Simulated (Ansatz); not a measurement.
**Alloy of LiH and LiF (20 of 32 H sites exchanged), 64 atoms**

How does this alloy cell relax, and what gap do PBEsol and HSE06 give?

All numbers are computed with Ansatz 0.2.0 (PAW, plane waves).

### 1 Starting point

64 atoms (12 H, 20 F, 32 Li); a = 7.994 Å, b = 7.994 Å, c = 7.994 Å, α = 90.00°, β = 90.00°, γ = 90.00°. All atoms were shaken off their sites by about 0.02 Å along each axis.

The runs, in order: (2) PBEsol cell relaxation at the single k point (¼, ¼, ¼), on 1 × NVIDIA GB300 Max-Q with 8 threads of Arm Neoverse-V2; (3) HSE06 single point at the single k point (¼, ¼, ¼), on 1 × NVIDIA GB300 Max-Q with 8 threads of Arm Neoverse-V2.

### 2 Relaxing cell and atoms with PBEsol

in.yaml

```yaml
crystal:
  lattice:
    - [7.994191, 0.000000, 0.000000]
    - [0.000000, 7.994191, 0.000000]
    - [0.000000, 0.000000, 7.994191]
  atoms:
    - { symbol: H, position: [0.249686, 0.997484, 0.005054] }
    - { symbol: H, position: [0.253016, 0.999366, 0.496831] }
    - { symbol: H, position: [0.252638, 0.501297, 0.501795] }
    - { symbol: H, position: [0.750179, 0.002973, 0.504786] }
    - { symbol: H, position: [0.750855, 0.495063, 0.496652] }
    - { symbol: H, position: [0.499767, 0.246640, 0.500690] }
    - { symbol: H, position: [0.998854, 0.998448, 0.249530] }
    - { symbol: H, position: [0.997159, 0.998573, 0.753163] }
    - { symbol: H, position: [0.499674, 0.000715, 0.752301] }
    - { symbol: H, position: [0.503638, 0.497881, 0.750507] }
    - { symbol: H, position: [0.251762, 0.751068, 0.249649] }
    - { symbol: H, position: [0.750568, 0.748929, 0.251436] }
    - { symbol: F, position: [0.246433, 0.500173, 0.999440] }
    - { symbol: F, position: [0.747975, 0.001329, 0.998978] }
    - { symbol: F, position: [0.749292, 0.501744, 0.001199] }
    - { symbol: F, position: [0.996723, 0.248443, 0.998762] }
    - { symbol: F, position: [0.001504, 0.250109, 0.504147] }
    - { symbol: F, position: [0.995433, 0.747401, 0.996334] }
    - { symbol: F, position: [0.998971, 0.751470, 0.501463] }
    - { symbol: F, position: [0.500682, 0.248851, 0.001134] }
    - { symbol: F, position: [0.500003, 0.752315, 0.998655] }
    - { symbol: F, position: [0.503065, 0.749418, 0.502538] }
    - { symbol: F, position: [0.999047, 0.496058, 0.249514] }
    - { symbol: F, position: [0.002081, 0.503728, 0.749760] }
    - { symbol: F, position: [0.498891, 0.000542, 0.245550] }
    - { symbol: F, position: [0.500583, 0.500032, 0.247539] }
    - { symbol: F, position: [0.246373, 0.249838, 0.248678] }
    - { symbol: F, position: [0.250632, 0.252006, 0.755251] }
    - { symbol: F, position: [0.245947, 0.753047, 0.751038] }
    - { symbol: F, position: [0.747729, 0.248225, 0.246206] }
    - { symbol: F, position: [0.749626, 0.253477, 0.750209] }
    - { symbol: F, position: [0.749347, 0.747649, 0.749681] }
    - { symbol: Li, position: [0.003214, 0.000528, 0.004120] }
    - { symbol: Li, position: [0.995514, 0.003068, 0.499590] }
    - { symbol: Li, position: [0.000962, 0.499414, 0.998627] }
    - { symbol: Li, position: [0.001918, 0.498354, 0.495362] }
    - { symbol: Li, position: [0.496742, 0.996278, 0.996785] }
    - { symbol: Li, position: [0.497972, 0.999704, 0.500531] }
    - { symbol: Li, position: [0.502876, 0.497280, 0.002594] }
    - { symbol: Li, position: [0.500192, 0.501237, 0.496751] }
    - { symbol: Li, position: [0.252617, 0.251677, 0.996632] }
    - { symbol: Li, position: [0.250692, 0.246978, 0.495719] }
    - { symbol: Li, position: [0.251535, 0.747196, 0.996838] }
    - { symbol: Li, position: [0.254742, 0.748372, 0.502727] }
    - { symbol: Li, position: [0.756467, 0.248643, 0.000300] }
    - { symbol: Li, position: [0.743392, 0.253785, 0.499355] }
    - { symbol: Li, position: [0.749874, 0.747911, 0.001784] }
    - { symbol: Li, position: [0.749458, 0.751976, 0.498073] }
    - { symbol: Li, position: [0.246825, 0.998334, 0.250124] }
    - { symbol: Li, position: [0.246268, 0.999246, 0.746766] }
    - { symbol: Li, position: [0.249789, 0.502602, 0.252628] }
    - { symbol: Li, position: [0.249848, 0.499751, 0.746756] }
    - { symbol: Li, position: [0.749075, 0.002188, 0.248175] }
    - { symbol: Li, position: [0.754188, 0.998147, 0.748108] }
    - { symbol: Li, position: [0.752774, 0.500197, 0.251656] }
    - { symbol: Li, position: [0.749359, 0.498726, 0.747676] }
    - { symbol: Li, position: [0.003331, 0.251991, 0.250947] }
    - { symbol: Li, position: [0.001312, 0.250718, 0.748652] }
    - { symbol: Li, position: [0.002147, 0.749578, 0.249863] }
    - { symbol: Li, position: [0.998063, 0.753500, 0.752710] }
    - { symbol: Li, position: [0.500783, 0.250321, 0.249742] }
    - { symbol: Li, position: [0.500427, 0.248251, 0.755427] }
    - { symbol: Li, position: [0.504125, 0.745256, 0.253355] }
    - { symbol: Li, position: [0.498753, 0.748325, 0.747753] }
  symmetry: { detect: false }
kpoints:
  mp_grid: { grid: [1, 1, 1], shift: [0.25, 0.25, 0.25] }
hamiltonian:
  xc: pbesol
scf:
  occupations: { method: fermi_dirac, width: 0.01 }
relax:
  f_tol: 0.03
  max_steps: 80
  escape_saddle: false
  adjacent_minimum: "off"
  cell: { fix: [shape] }
output:
  forces: true
  eigenvalues: true
  populations: true
```

Run with:

```
$ ansatz run in.yaml --threads 8 --pin off --max-ram 118750MiB --runs-dir r --events-out ev --progress --plain --backend cuda --devices 0,
```

Further steps of the session: HSE06 on the final geometry.

**Question.** What will these runs give? Wanted: for each run, top filled to lowest empty.

**Answer**, as computed:

```
             level         time  top filled to lowest empty (eV)
PBEsol, relaxation  4.8 s (GPU)                             5.75
             HSE06  8.2 s (GPU)                             7.27
```

```
     quantity                                                                      value
   relaxation                                           6 recorded steps, 0.17 eV gained
largest shift                                                              0.08 Å (Li46)
 relaxed cell  a = 8.020 Å, b = 8.020 Å, c = 8.020 Å, α = 90.00°, β = 90.00°, γ = 90.00°
```

**Reading.** The relaxation lowers the energy by 0.17 eV; the largest shift is 0.08 Å (Li46), while the volume changes by +1.0 %. At the same k points, PBEsol gives a spacing 1.51 eV smaller than the 7.27 eV of HSE06. With one k point the spacing samples only the states that fold onto it, so it can exceed the gap over the zone.
